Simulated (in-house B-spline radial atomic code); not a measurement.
# Cs³⁺: excited configurations in jj coupling

Aim: the energies of several excited configurations of Cs³⁺ above a reference configuration, each from its own self-consistent run.

Program: in-house B-spline radial atomic code version 1. Level of theory: Dirac-Hartree-Fock, average of configuration, Fermi nucleus, basis-set limit. These are calculated values, not measurements, unless marked.

### Step 1. Starting point

```
element       : caesium (Z = 55)
charge        : +3
electrons     : 52
configuration : 1s2 2s2 2p6 3s2 3p6 3d10 4s2 4p6 4d10 5s2 5p-2 5p+2
Hamiltonian   : Dirac-Coulomb
nucleus       : Fermi, rms radius 4.804 fm
```

In configurations, a minus sign after the shell means j = l − 1/2 and a plus sign j = l + 1/2; the count of electrons follows.

Settings, as recorded:

```ini
Z = 55
electrons = 52.0
configuration = 1s2 2s2 2p6 3s2 3p6 3d10 4s2 4p6 4d10 5s2 5p-2 5p+2
hamiltonian = dirac
method = hf
spin_polarised = False
nucleus = fermi
rms_radius = 4.8041
mass_number = 133
atomic_mass = 132.905451958
speed_of_light = 137.035999084
```

From the earlier run of the reference: total energy -7784.632214 hartree. Levels, eight at most:

```tsv
orbital	occupation	energy (eV)	<r> (bohr)
4s1/2	2	-283.06	0.6945
4p1/2	2	-226.93	0.7208
4p3/2	4	-212.34	0.7476
4d3/2	4	-119.01	0.8282
4d5/2	6	-116.48	0.8371
5s1/2	2	-61.049	1.696
5p1/2	2	-45.720	1.889
5p3/2	2	-44.062	1.952
```

### Step 2. Run with 1s2 2s2 2p6 3s2 3p6 3d-4 3d+5 4s2 4p6 4d10 5s2 5p+4 7g+1

Settings, as recorded:

```ini
Z = 55
electrons = 52.0
configuration = 1s2 2s2 2p6 3s2 3p6 3d-4 3d+5 4s2 4p6 4d10 5s2 5p+4 7g+1
hamiltonian = dirac
method = hf
spin_polarised = False
nucleus = fermi
rms_radius = 4.8041
mass_number = 133
atomic_mass = 132.905451958
speed_of_light = 137.035999084
```

### Step 3. 1s2 2s2 2p6 3s2 3p6 3d10 4s2 4p6 4d10 5s2 5p-2 5p+1 5g-1

The settings differ from step 2 so:

```diff
@@ -2,3 +2,3 @@
 electrons = 52.0
-configuration = 1s2 2s2 2p6 3s2 3p6 3d-4 3d+5 4s2 4p6 4d10 5s2 5p+4 7g+1
+configuration = 1s2 2s2 2p6 3s2 3p6 3d10 4s2 4p6 4d10 5s2 5p-2 5p+1 5g-1
 hamiltonian = dirac
```

### Step 4. Configuration 1s2 2s2 2p6 3s2 3p6 3d10 4s2 4p-2 4p+3 4d10 5s2 5p-1 5p+3 9s1

The settings differ from step 3 so:

```diff
@@ -2,3 +2,3 @@
 electrons = 52.0
-configuration = 1s2 2s2 2p6 3s2 3p6 3d10 4s2 4p6 4d10 5s2 5p-2 5p+1 5g-1
+configuration = 1s2 2s2 2p6 3s2 3p6 3d10 4s2 4p-2 4p+3 4d10 5s2 5p-1 5p+3 9s1
 hamiltonian = dirac
```

### Step 5. 1s2 2s2 2p6 3s2 3p6 3d10 4s2 4p-2 4p+3 4d10 5s2 5p-2 5p+2 6p+1

The settings differ from step 4 so:

```diff
@@ -2,3 +2,3 @@
 electrons = 52.0
-configuration = 1s2 2s2 2p6 3s2 3p6 3d10 4s2 4p-2 4p+3 4d10 5s2 5p-1 5p+3 9s1
+configuration = 1s2 2s2 2p6 3s2 3p6 3d10 4s2 4p-2 4p+3 4d10 5s2 5p-2 5p+2 6p+1
 hamiltonian = dirac
```

### Step 6. 1s2 2s2 2p6 3s2 3p6 3d10 4s2 4p-2 4p+3 4d10 5s2 5p-2 5p+2 8g+1

The settings differ from step 5 so:

```diff
@@ -2,3 +2,3 @@
 electrons = 52.0
-configuration = 1s2 2s2 2p6 3s2 3p6 3d10 4s2 4p-2 4p+3 4d10 5s2 5p-2 5p+2 6p+1
+configuration = 1s2 2s2 2p6 3s2 3p6 3d10 4s2 4p-2 4p+3 4d10 5s2 5p-2 5p+2 8g+1
 hamiltonian = dirac
```

### Step 7. Run with 1s2 2s2 2p6 3s2 3p6 3d10 4s2 4p-2 4p+3 4d10 5s2 5p-1 5p+3 9d+1

The settings differ from step 6 so:

```diff
@@ -2,3 +2,3 @@
 electrons = 52.0
-configuration = 1s2 2s2 2p6 3s2 3p6 3d10 4s2 4p-2 4p+3 4d10 5s2 5p-2 5p+2 8g+1
+configuration = 1s2 2s2 2p6 3s2 3p6 3d10 4s2 4p-2 4p+3 4d10 5s2 5p-1 5p+3 9d+1
 hamiltonian = dirac
```

**Question.** How far above the reference does each configuration lie (order and size, in eV)?

The runs gave:

| net move | configuration | energy above the reference (eV) | with Breit, QED, recoil (eV) | largest <r> (bohr) |
| --- | --- | --- | --- | --- |
| 5p3/2 → 5g7/2 | 1s2 2s2 2p6 3s2 3p6 3d10 4s2 4p6 4d10 5s2 5p-2 5p+1 5g-1 | 34.903 | 34.890 | 6.81 |
| 4p3/2 → 6p3/2 | 1s2 2s2 2p6 3s2 3p6 3d10 4s2 4p-2 4p+3 4d10 5s2 5p-2 5p+2 6p+1 | 188.97 | 188.80 | 4.25 |
| 4p3/2, 5p1/2 → 5p3/2, 9s | 1s2 2s2 2p6 3s2 3p6 3d10 4s2 4p-2 4p+3 4d10 5s2 5p-1 5p+3 9s1 | 203.90 | 203.71 | 14.1 |
| 4p3/2 → 8g9/2 | 1s2 2s2 2p6 3s2 3p6 3d10 4s2 4p-2 4p+3 4d10 5s2 5p-2 5p+2 8g+1 | 204.63 | 204.46 | 21.3 |
| 4p3/2, 5p1/2 → 5p3/2, 9d5/2 | 1s2 2s2 2p6 3s2 3p6 3d10 4s2 4p-2 4p+3 4d10 5s2 5p-1 5p+3 9d+1 | 205.37 | 205.17 | 18.0 |
| 3d5/2, 2×5p1/2 → 2×5p3/2, 7g9/2 | 1s2 2s2 2p6 3s2 3p6 3d-4 3d+5 4s2 4p6 4d10 5s2 5p+4 7g+1 | 764.67 | 764.36 | 15.7 |

The energies run from 34.903 eV (5p3/2 → 5g7/2) to 764.67 eV (3d5/2, 2×5p1/2 → 2×5p3/2, 7g9/2). 5 of them lie more than 2 % above the ionisation threshold that Koopmans' theorem gives (44.062 eV), where such states can decay by emitting an electron. Two partly filled shells share a symmetry and can mix in the average, which may lower the energy, for: 4p3/2 → 6p3/2; 4p3/2, 5p1/2 → 5p3/2, 9s; 4p3/2 → 8g9/2; 4p3/2, 5p1/2 → 5p3/2, 9d5/2. These are averages over configurations, without correlation, not spectroscopic levels.
